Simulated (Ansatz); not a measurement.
# Ga2Os: the cost of one run

Computed with Ansatz 0.2.0 (DFT r2SCAN, scalar-relativistic, plane waves, PAW, unless a step's input says otherwise).

## Step 1: Starting point

It takes space group Fddd (No. 70, orthorhombic). The conventional cell has a = 4.740 Å, b = 8.242 Å, c = 8.747 Å, α = 90.00°, β = 90.00°, γ = 90.00°. Ga (site symmetry 2) has 5 Os at 2.57 to 2.75 Å and 5 Ga at 2.60 to 2.80 Å as nearest neighbours. Os (site symmetry 222) is surrounded by 10 Ga at 2.57 to 2.75 Å.

Coordinates:

```
CELL_PARAMETERS angstrom
4.74000 0.00000 0.00000
2.37000 4.12100 0.00000
2.37000 0.00000 4.37350
ATOMIC_POSITIONS crystal
Ga 0.92000 0.16000 0.50000
Ga 0.58000 0.84000 0.50000
Ga 0.83000 0.34000 0.00000
Ga 0.17000 0.66000 0.00000
Os 0.25000 0.50000 0.50000
Os 0.50000 0.00000 0.00000
```

The structure comes from the Crystallography Open Database.

## Step 2: Ground state at the listed geometry

input.yaml reads:

```yaml
crystal:
  lattice:
    - [4.74, 0.0, 0.0]
    - [2.37, 4.121, 0.0]
    - [2.37, 0.0, 4.3735]
  atoms:
    - { symbol: Ga, position: [0.92, 0.16, 0.5] }
    - { symbol: Ga, position: [0.58, 0.84, 0.5] }
    - { symbol: Ga, position: [0.83, 0.34, 0.0] }
    - { symbol: Ga, position: [0.17, 0.66, 0.0] }
    - { symbol: Os, position: [0.25, 0.5, 0.5] }
    - { symbol: Os, position: [0.5, 0.0, 0.0] }
basis:
  ecutwfc: 500
  fft_grid_basis: typed
kpoints:
  mp_grid: { grid: [10, 10, 10] }
hamiltonian:
  xc: r2scan
scf:
  occupations: { method: gaussian, width: 0.05 }
output:
  forces: true
  stress: true
  eigenvalues: true
  bader: true
  write_density: true
  volumetric_format: npy
  elf: true
```

Started as:

```bash
$ ansatz run input.yaml --threads 2 --pin off --max-ram 4096MiB --backend cpu --events-out ev --progress --plain --runs-dir out
```

What time and memory should one allow on 2 threads of Arm Neoverse V2, shared host?

About 73 s, with a peak of 0.99 GiB.
